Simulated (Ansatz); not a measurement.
**VGe: pressure up to the limit of the methods**

One table from this session's results is given with a row withheld; the runs are named, their logs left out.

Program: Ansatz 0.2.0. Level of theory: DFT PBE, with the methods named in each step. These are calculated values, not measurements.

## The structure to begin with

It takes space group F-43m (No. 216, cubic). The conventional cell has a = 5.756 Å, b = 5.756 Å, c = 5.756 Å, α = 90.00°, β = 90.00°, γ = 90.00°. V (site symmetry -43m) is surrounded by 4 Ge at 2.49 Å. Ge (site symmetry -43m) has 4 V at 2.49 Å in its first shell of neighbours.

Coordinates:

```
V Ge
1.0
     0.00000    2.87783    2.87783
     2.87783    0.00000    2.87783
     2.87783    2.87783    0.00000
V Ge
1 1
Direct
  0.00000 0.00000 0.00000
  0.25000 0.25000 0.25000
```

Whether this phase is the stable one at these pressures isn't tested.

Atoms are numbered in the order of the input: V1, Ge2.

The first run:

input.yaml reads:

```yaml
crystal:
  lattice:
    - [0.0, 2.8778344937, 2.8778344937]
    - [2.8778344937, 0.0, 2.8778344937]
    - [2.8778344937, 2.8778344937, 0.0]
  atoms:
    - { symbol: V, position: [0.0, 0.0, 0.0] }
    - { symbol: Ge, position: [0.25, 0.25, 0.25] }
kpoints:
  mp_grid: { grid: [13, 13, 13] }
scf:
  occupations: { method: fermi_dirac, width: 0.05 }
hamiltonian:
  xc: pbe
  pseudopotentials: { kind: paw }
output:
  forces: true
  stress: true
relax:
  f_tol: 0.005
  max_steps: 40
  cell: {}
```

Started as:

```console
ansatz run input.yaml --threads 1 --pin off --max-ram 2048MiB --backend cpu --events-out ev --progress --plain --runs-dir out
```

Among the steps run: Cell relaxed at zero pressure, PAW; Volume scaled by 1, PAW; Volume scaled by 0.9, PAW; Volume scaled by 0.9, PAW (level accurate); Volume scaled by 0.8, PAW; Volume scaled by 0.7, PAW; Volume scaled by 0.6, PAW; Volume scaled by 0.5, PAW; Volume scaled by 0.4, PAW; Volume scaled by 0.4, PAW (core large).

One table of the session follows, with a row left open; its other results are not shown here.

 The rows PAW, 0.4 and PAW (core large), 0.4 agree to the last digit and may rest on the same set-up.

```
              method  volume over the first  volume (Å³/atom)  pressure (GPa)
                 PAW                      1            22.112            0.01
                 PAW                    0.9            19.901            9.74
                 PAW                    0.8            17.690           26.16
                 PAW                    0.7            15.478           54.45
                 PAW                    0.6            13.267          104.91
                 PAW                    0.5            11.056          198.80
                 PAW                    0.4             8.845          396.47
    PAW (core large)                    0.4             8.845          396.47
PAW (level accurate)                    0.9                 ?               ?
```

**Question.** Estimate the row for PAW (level accurate), 0.9.

**Answer.** volume (Å³/atom): 19.901; pressure (GPa): 9.75.

Limits of these values: At pressures up to 396 GPa the PAW spheres may overlap and frozen cores may not hold, so those PAW values are rough without an all-electron check. Warnings in the runs' records: written density without core change, datasets by core.
